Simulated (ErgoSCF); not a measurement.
# UKT2/3-21G run of [SnH3]− (SMILES [H][Sn-]([H])[H])

What is the energy difference between two shapes of [SnH3]− at UKT2/3-21G? 

The results are computed with ErgoSCF 3.8.

5 further runs of the same task are left out: 4 that didn't finish, 1 set aside as unsound or not needed.

### Step 1. Starting point

[SnH3]−: 4 atoms, total charge -1, spin state singlet. SMILES: `[H][Sn-]([H])[H]`. Geometry: a GFN2-xTB relaxation, a rough one for these elements and not checked as a minimum.

Bond lengths: Sn1–H2 1.948 Å, Sn1–H3 1.948 Å, Sn1–H4 1.949 Å. Angles: H2–Sn1–H3 93.3°, H2–Sn1–H4 93.4°, H3–Sn1–H4 93.5°.

### Step 2. A single-point energy at UKT2/3-21G

Input file run.inp:

```
set_nthreads(1)
basis = "3-21G"
charge = -1
scf.starting_guess_disturbance = 0.05
scf.force_unrestricted = 1
tmpdir = "."
scf.convergence_threshold = 1e-06
scf.max_number_of_iterations = 80
scf.output_mulliken_pop = 1
molecule_inline
Sn  -0.01205645   0.01082813   1.49603948
H    3.09497455  -0.06349480  -0.47554958
H   -1.48694990   2.70705157  -0.52989810
H   -1.59594930  -2.65438490  -0.49059180
EOF
run "KT2"
```

The basis set 3-21G is read from a file made from the Basis Set Exchange's data (not shown).

Launch:

```bash
$ ergo run.inp
```

What it wrote, shortened:

```text
[...]
INDF Weighted mixed functional:
[...]
INSC Energy   1 =      -5273.51514499599
[...]
INDE PURIFICATION CONVERGED after 26 iterations
[...]
INDE PURIFICATION CONVERGED after 26 iterations
[...]
INDE PURIFICATION CONVERGED after 33 iterations
[...]
INDE E(LUMO) - E(HOMO) <=          0.19298420546 =          5.25136777923 eV
[...]
INSC Energy  12 =      -6016.85609938392  ( diff     -0.000000000211003 )
[...]
RESC CONVERGED after  12 iterations.
RESC FINAL ENERGY:      -6016.85609938392
RESC FINAL <S2> =          0.00000000000
[...]
INSC SCF: dipole_moment_x [atomic units] =       0.00839238
INSC SCF: dipole_moment_y [atomic units] =      -0.00725205
INSC SCF: dipole_moment_z [atomic units] =      -1.04274913
[...]
```

Wall time 6.9 s (1 thread of Intel Xeon at 2.50GHz (Skylake/Cascade Lake), shared host).

### Step 3. The distorted shape, same level

Input file input.ego:

```
set_nthreads(1)
molecule_inline
Sn    -0.00396654    -0.13916510     1.62545926
H      3.31561141    -0.11452307    -0.48786303
H     -1.59158592     2.91059586    -0.57561247
H     -1.66499422    -2.76332761    -0.46735006
EOF
scf.force_unrestricted = 1
tmpdir = "."
charge = -1
scf.convergence_threshold = 1e-06
scf.output_mulliken_pop = 1
basis = "3-21G"
scf.max_number_of_iterations = 80
scf.starting_guess_disturbance = 0.05
run "KT2"
```

The basis set 3-21G is read from a file made from the Basis Set Exchange's data (not shown).

Launch:

```bash
$ ergo input.ego
```

What it wrote, shortened:

```text
[...]
INDF Weighted mixed functional:
[...]
INSC Energy   1 =      -5272.68386149207
[...]
INDE PURIFICATION CONVERGED after 26 iterations
[...]
INDE PURIFICATION CONVERGED after 26 iterations
[...]
INDE PURIFICATION CONVERGED after 35 iterations
[...]
INDE E(LUMO) - E(HOMO) <=          0.17953312793 =          4.88534531128 eV
[...]
INSC Energy  23 =      -6016.83764104335  ( diff     -0.000000000102773 )
[...]
RESC CONVERGED after  23 iterations.
RESC FINAL ENERGY:      -6016.83764104335
RESC FINAL <S2> =          0.00000000000
[...]
INSC SCF: dipole_moment_x [atomic units] =      -0.01857456
INSC SCF: dipole_moment_y [atomic units] =      -0.07254517
INSC SCF: dipole_moment_z [atomic units] =      -0.87277927
[...]
```

Wall time 15 s (1 thread of Intel Xeon at 2.50GHz (Skylake/Cascade Lake), shared host).

### Step 4. Summary of results

Level: UKT2/3-21G.

| quantity | value |
| --- | --- |
| first shape: total energy | -6016.85610 Eh |
| distorted shape: total energy | -6016.83764 Eh |
| energy change with the atoms displaced | 0.502 eV |

**Reading.** With the atoms displaced the energy rises by 0.50 eV (48.5 kJ/mol). The first shape isn't relaxed at this level, so the change isn't measured from a minimum. Mulliken charges (first shape) run from -0.43 on Sn1 to -0.19 on H2. Relativity is left out (first shape) although the molecule holds a heavy atom. Mulliken charges (distorted shape) run from -0.41 on Sn1 to -0.19 on H4. Relativity is left out (distorted shape) although the molecule holds a heavy atom.
